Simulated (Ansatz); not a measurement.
Born–Oppenheimer molecular dynamics of a periodic cell of 26 atoms, KAl3H6S2O14 (host KAl3H6S2O14, host structure R-3m). It goes on from the last frame of an earlier run, with new velocities.

These are results of Ansatz 0.2.0, DFT PBEsol, scalar-relativistic, plane waves, PAW, not measurements. Settings: cutoff 420 eV, k mesh 2x2x2, fermi-dirac smearing 0.05 eV, no spin polarisation.

| Property | Result |
| --- | --- |
| ensemble | NVE (velocity Verlet) |
| time step | 0.75 fs |
| steps asked | 90 |
| starting velocities drawn for | 1440 K |
| seed | 105209 |

Frames 7.5 fs apart, positions in Å.

Velocities at 7.5 fs (Å/ps):

```
K -5.53 -7.93 5.07
Al 0.81 6.58 -3.76
Al -3.01 -19.70 -4.67
Al 3.05 2.71 14.25
H 29.57 86.29 -62.90
H -17.60 -17.27 -27.87
H 42.62 97.96 -0.80
H 78.46 78.56 -97.31
H 45.84 -57.86 -49.82
H -38.09 23.86 -20.87
S 4.55 1.30 -11.59
S 5.89 0.66 -8.75
O 3.15 -4.78 22.81
O 7.69 -15.56 0.09
O 11.46 -2.51 5.31
O 0.01 21.37 0.47
O -11.17 -0.58 7.84
O 1.67 1.66 -7.63
O 2.88 -5.52 -0.35
O 3.99 5.41 -6.35
O -7.98 -3.38 0.77
O -18.49 9.83 8.00
O -4.70 -6.71 7.32
O 0.19 6.25 -0.65
O 3.30 14.63 -7.47
O -9.72 -0.43 4.75
```

```xyz
26
Lattice="3.5802 2.0670 5.8558 -3.5802 2.0670 5.8558 0.0000 -4.1341 5.8558" Properties=species:S:1:pos:R:3 time_fs=7.5 energy_less_start_eV=-2.439 T=2207
K -0.261 -0.215 0.001
Al 1.764 1.294 3.166
Al -1.856 0.840 3.096
Al 0.061 -2.036 2.942
H -0.988 0.131 7.306
H -1.104 -1.268 8.580
H 0.902 0.402 7.532
H 1.263 -0.644 9.979
H -0.448 -0.570 10.222
H -1.095 1.197 8.858
S 0.074 -0.015 5.139
S 0.042 -0.040 12.267
O -0.006 -0.002 6.919
O 0.136 -0.087 10.548
O -1.166 0.876 4.940
O -0.091 -1.264 4.585
O 1.421 0.603 5.029
O 1.282 -0.697 12.599
O -1.206 -0.874 12.487
O 0.007 1.432 12.510
O -2.133 1.203 8.591
O -0.040 -2.426 8.661
O 2.354 1.455 8.230
O 2.329 -1.029 9.301
O -2.204 -1.288 9.091
O -0.135 2.619 9.107
26
Lattice="3.5802 2.0670 5.8558 -3.5802 2.0670 5.8558 0.0000 -4.1341 5.8558" Properties=species:S:1:pos:R:3 time_fs=15.0 energy_less_start_eV=-1.870 T=2015
K -0.295 -0.269 0.042
Al 1.766 1.342 3.119
Al -1.892 0.720 3.056
Al 0.096 -2.016 3.023
H -0.658 0.808 6.947
H -1.411 -1.436 8.519
H 1.292 1.151 7.610
H 1.846 -0.001 9.143
H -0.437 -1.254 9.812
H -1.179 1.378 8.839
S 0.091 0.065 5.100
S 0.063 -0.044 12.173
O 0.035 -0.029 7.069
O 0.213 -0.183 10.573
O -1.066 0.836 4.985
O -0.103 -1.214 4.592
O 1.343 0.606 5.075
O 1.313 -0.689 12.561
O -1.157 -0.874 12.494
O 0.034 1.443 12.474
O -2.200 1.201 8.572
O -0.154 -2.362 8.729
O 2.300 1.349 8.266
O 2.307 -1.018 9.308
O -2.172 -1.194 9.034
O -0.194 2.626 9.148
26
Lattice="3.5802 2.0670 5.8558 -3.5802 2.0670 5.8558 0.0000 -4.1341 5.8558" Properties=species:S:1:pos:R:3 time_fs=22.5 energy_less_start_eV=-3.328 T=2467
K -0.311 -0.312 0.081
Al 1.761 1.387 3.036
Al -1.969 0.700 3.023
Al 0.176 -2.029 3.053
H -0.050 1.017 7.205
H -1.549 -1.112 8.312
H 1.469 1.391 7.293
H 1.782 -0.317 8.765
H 0.074 -1.769 9.414
H -1.393 1.263 8.875
S 0.081 0.134 5.179
S 0.065 -0.054 12.008
O 0.066 -0.001 7.112
O 0.237 -0.285 10.624
O -1.096 0.863 5.001
O -0.129 -1.280 4.635
O 1.404 0.689 5.067
O 1.379 -0.706 12.596
O -1.093 -0.819 12.540
O 0.049 1.392 12.457
O -2.245 1.296 8.517
O -0.205 -2.322 8.837
O 2.237 1.173 8.298
O 2.275 -1.010 9.280
O -2.175 -1.156 9.003
O -0.204 2.641 9.195
26
Lattice="3.5802 2.0670 5.8558 -3.5802 2.0670 5.8558 0.0000 -4.1341 5.8558" Properties=species:S:1:pos:R:3 time_fs=30.0 energy_less_start_eV=-2.359 T=2190
K -0.300 -0.341 0.118
Al 1.780 1.401 2.921
Al -2.077 0.761 2.990
Al 0.252 -2.057 3.049
H 0.122 0.846 7.575
H -1.682 -0.614 8.185
H 1.962 0.987 7.519
H 1.300 -0.840 8.548
H 0.113 -1.521 9.664
H -1.475 1.098 8.904
S 0.071 0.117 5.331
S 0.090 -0.065 11.907
O 0.103 0.056 7.043
O 0.242 -0.376 10.570
O -1.236 0.947 4.996
O -0.139 -1.269 4.782
O 1.470 0.792 5.012
O 1.427 -0.743 12.678
O -1.060 -0.746 12.614
O 0.058 1.303 12.430
O -2.284 1.468 8.437
O -0.157 -2.368 8.887
O 2.149 1.057 8.290
O 2.240 -1.044 9.226
O -2.182 -1.182 8.986
O -0.166 2.659 9.240
26
Lattice="3.5802 2.0670 5.8558 -3.5802 2.0670 5.8558 0.0000 -4.1341 5.8558" Properties=species:S:1:pos:R:3 time_fs=37.5 energy_less_start_eV=-3.223 T=2435
K -0.259 -0.352 0.149
Al 1.819 1.356 2.802
Al -2.162 0.861 2.932
Al 0.237 -2.042 3.033
H 0.151 0.868 7.640
H -1.382 -0.947 8.204
H 2.164 0.430 7.307
H 1.304 -0.610 8.797
H -0.733 -1.881 9.519
H -1.381 1.352 8.862
S 0.043 0.147 5.478
S 0.144 -0.113 11.946
O 0.128 0.075 6.910
O 0.233 -0.451 10.406
O -1.295 0.953 5.024
O -0.117 -1.214 4.990
O 1.379 0.820 4.969
O 1.411 -0.769 12.739
O -1.061 -0.677 12.675
O 0.078 1.265 12.377
O -2.325 1.620 8.363
O 0.011 -2.414 8.910
O 2.090 1.020 8.330
O 2.199 -1.141 9.132
O -2.170 -1.220 8.967
O -0.132 2.680 9.281
26
Lattice="3.5802 2.0670 5.8558 -3.5802 2.0670 5.8558 0.0000 -4.1341 5.8558" Properties=species:S:1:pos:R:3 time_fs=45.0 energy_less_start_eV=-3.348 T=2470
K -0.200 -0.348 0.172
Al 1.860 1.282 2.700
Al -2.194 0.967 2.852
Al 0.151 -1.986 3.023
H 0.295 1.036 7.345
H -1.326 -1.451 8.527
H 2.008 -0.117 7.776
H 1.731 -0.516 9.395
H -0.422 -2.176 9.527
H -1.412 1.676 8.669
S 0.000 0.248 5.490
S 0.208 -0.205 11.979
O 0.134 0.069 6.947
O 0.196 -0.465 10.424
O -1.262 0.888 5.097
O -0.075 -1.202 5.182
O 1.167 0.784 4.982
O 1.344 -0.786 12.755
O -1.081 -0.641 12.699
O 0.125 1.308 12.316
O -2.350 1.689 8.314
O 0.119 -2.479 8.856
O 2.066 1.042 8.335
O 2.221 -1.207 9.035
O -2.119 -1.269 8.935
O -0.159 2.688 9.312
26
Lattice="3.5802 2.0670 5.8558 -3.5802 2.0670 5.8558 0.0000 -4.1341 5.8558" Properties=species:S:1:pos:R:3 time_fs=52.5 energy_less_start_eV=-4.630 T=2863
K -0.135 -0.340 0.186
Al 1.898 1.214 2.620
Al -2.206 1.051 2.788
Al 0.064 -1.907 3.014
H 0.471 0.925 7.406
H -0.901 -1.297 8.671
H 1.635 0.136 8.316
H 1.973 -0.950 10.050
H 0.348 -2.115 9.762
H -1.478 1.213 8.525
S -0.089 0.275 5.446
S 0.217 -0.227 11.989
O 0.124 0.108 7.131
O 0.165 -0.461 10.616
O -1.267 0.854 5.167
O -0.036 -1.244 5.302
O 1.086 0.829 4.973
O 1.302 -0.842 12.739
O -1.086 -0.645 12.665
O 0.205 1.299 12.238
O -2.356 1.647 8.282
O 0.141 -2.537 8.738
O 2.089 1.072 8.351
O 2.309 -1.187 8.954
O -2.102 -1.315 8.919
O -0.218 2.684 9.314
26
Lattice="3.5802 2.0670 5.8558 -3.5802 2.0670 5.8558 0.0000 -4.1341 5.8558" Properties=species:S:1:pos:R:3 time_fs=60.0 energy_less_start_eV=-3.285 T=2452
K -0.067 -0.331 0.192
Al 1.950 1.142 2.552
Al -2.219 1.109 2.765
Al -0.002 -1.829 2.997
H 0.640 0.892 7.549
H -1.135 -0.936 9.079
H 1.247 0.929 9.254
H 2.183 -1.774 9.843
H 0.809 -2.017 9.217
H -1.610 0.671 8.156
S -0.138 0.169 5.487
S 0.160 -0.139 12.052
O 0.078 0.182 7.268
O 0.163 -0.510 10.709
O -1.445 0.912 5.187
O -0.017 -1.286 5.335
O 1.143 0.953 4.939
O 1.320 -0.953 12.702
O -1.089 -0.682 12.591
O 0.308 1.231 12.171
O -2.354 1.474 8.274
O 0.088 -2.541 8.636
O 2.143 1.143 8.376
O 2.411 -1.109 8.952
O -2.071 -1.313 8.904
O -0.238 2.676 9.282
```

Of the whole run (68 fs, mean temperature of the second half 2563 K): The conserved energy stayed within 3.1 meV per atom of its start (net change -0.23 meV per atom), so there is no drift, though single steps change it by up to 141 meV in the whole system, a sign of fast motions only just resolved. The system heated up, since it started high on the potential surface and ran downhill. A run of 0.068 ps of so small a system gives no equilibrium averages. Limits of this set-up: coarse k mesh.

Time of the run: 11 min on 1 thread of Arm Neoverse V2 (shared host), peak memory 0.63 GiB.
